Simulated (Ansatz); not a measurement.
# NH on SrTiO3(111): molecular dynamics

Aim: shoot the molecule at the surface and see whether it bounces, sticks or breaks. Runs: 180 steps of 0.5 fs at constant energy. The slab cell is 1×1, and the molecule starts well above it. It comes in with 0.4 eV at 0° from the normal, on a surface at rest.

Method: DFT PBE, plane waves, PAW, scalar-relativistic, no spin polarisation, in Ansatz 0.2.0.

## 1. Starting point

The cell holds 17 atoms (HNO9Sr3Ti3): a = 5.533 Å, b = 5.533 Å, c = 18.647 Å, α = 90.00°, β = 90.00°, γ = 60.00°.

As a file:

```xyz
17
Lattice="5.5334 0.0000 0.0000 2.7667 4.7921 0.0000 0.0000 0.0000 18.6475" Properties=species:S:1:pos:R:3 pbc="T T T"
Sr    0.0000    0.0000    1.0000
Ti    2.7667    1.5974    2.1295
O     2.7667    0.0000    1.0000
O     4.1500    2.3960    1.0000
O     1.3833    2.3960    1.0000
Sr    5.5334    3.1947    3.2590
Ti    5.5334    0.0000    4.3885
O     2.7667    3.1947    3.2590
O     1.3833    0.7987    3.2590
O     4.1500    0.7987    3.2590
Sr    2.7667    1.5974    5.5180
Ti    5.5334    3.1947    6.6475
O     5.5334    1.5974    5.5180
O     6.9167    3.9934    5.5180
O     4.1500    3.9934    5.5180
N     0.7957    0.4331    8.8394
H     0.7665    0.3375    9.8694
```

## 2. The run

180 steps of 0.5 fs at constant energy.

input.yaml

```yaml
accuracy: low
crystal:
  lattice:
    - [5.533395, 0.0, 0.0]
    - [2.766698, 4.792061, 0.0]
    - [0.0, 0.0, 18.647498]
  atoms:
    - { symbol: Sr, position: [0.0, 0.0, 0.0536265] }
    - { symbol: Ti, position: [0.3333333, 0.3333333, 0.1141976] }
    - { symbol: O, position: [0.5, 0.0, 0.0536265] }
    - { symbol: O, position: [0.5, 0.5, 0.0536265] }
    - { symbol: O, position: [0.0, 0.5, 0.0536265] }
    - { symbol: Sr, position: [0.6666667, 0.6666667, 0.1747687] }
    - { symbol: Ti, position: [1.0, 0.0, 0.2353398] }
    - { symbol: O, position: [0.1666667, 0.6666667, 0.1747687] }
    - { symbol: O, position: [0.1666667, 0.1666667, 0.1747687] }
    - { symbol: O, position: [0.6666667, 0.1666667, 0.1747687] }
    - { symbol: Sr, position: [0.3333333, 0.3333333, 0.2959109] }
    - { symbol: Ti, position: [0.6666667, 0.6666667, 0.356482] }
    - { symbol: O, position: [0.8333333, 0.3333333, 0.2959109] }
    - { symbol: O, position: [0.8333333, 0.8333333, 0.2959109] }
    - { symbol: O, position: [0.3333333, 0.8333333, 0.2959109] }
    - { symbol: "N", position: [0.0986158, 0.09038, 0.4740266] }
    - { symbol: H, position: [0.1033177, 0.0704217, 0.5292619] }
basis:
  ecutwfc: 420.0
kpoints:
  mp_grid: { grid: [2, 2, 1] }
hamiltonian:
  xc: pbe
  pseudopotentials: { kind: paw, azcp: { folder: soft_1 } }
scf:
  occupations: { method: fermi_dirac, width: 0.02 }
  lower_state_search: "off"
md:
  timestep: 0.5
  n_steps: 180
  ensemble: nve
  initial_velocities: zero
  seed: 715757
  initial_site_velocities:
    - { site: 15, velocity: [0.0, 0.0, -0.022673] }
    - { site: 16, velocity: [0.0, 0.0, -0.022673] }
  constraints: [{ sites: [0, 1, 2, 3, 4] }]
```

The run is started by

```sh
ansatz run input.yaml --threads 1 --pin off --max-ram 3072MiB --backend cpu --events-out ev --progress --plain --runs-dir out
```

Q: Predict the outcome of this session. Wanted: lowest height of the centre of mass; shortest distance to a slab atom; temperature, first and last step; temperature, second half; potential energy, second half; largest change of the total energy; mean square displacement, second half.

The runs gave:

| quantity | value |
| --- | --- |
| lowest height of the centre of mass | 0.69 Å over the top layer's first level, at 61.0 fs |
| shortest distance to a slab atom | 2.06 Å |
| length | 180 steps of 0.5 fs |
| temperature, first and last step | 258 and 2078 K |
| temperature, second half | mean 1727 K, from 1052 to 2283 K |
| potential energy, second half | -134 meV/atom from the start |
| largest change of the total energy | 0.12 meV/atom |
| mean square displacement, second half | H 6.0, N 3.1, O 0.136, Sr 0.066 Å² |

**Reading.** The molecule's centre of mass comes down from 2.26 Å to 0.69 Å and is at 1.24 Å at the end, so it has not left within this time. Its shortest distance to a slab atom is 2.06 Å. The total energy strays from its start by at most 0.12 meV/atom, under 0.1 % of the mean kinetic energy, so a step of 0.5 fs is short enough over this time. The printed temperature only measures the kinetic energy here. Kinetic energy grows to 2.4 eV on average, more than the molecule brought: the slab or molecule was not relaxed and heats itself. The run is too short to decide the outcome. 90 fs on 17 atoms is far too short and small for converged averages. The nuclei move classically, without zero-point motion, which matters most for hydrogen. Accuracy level and mesh were kept low to afford the steps.
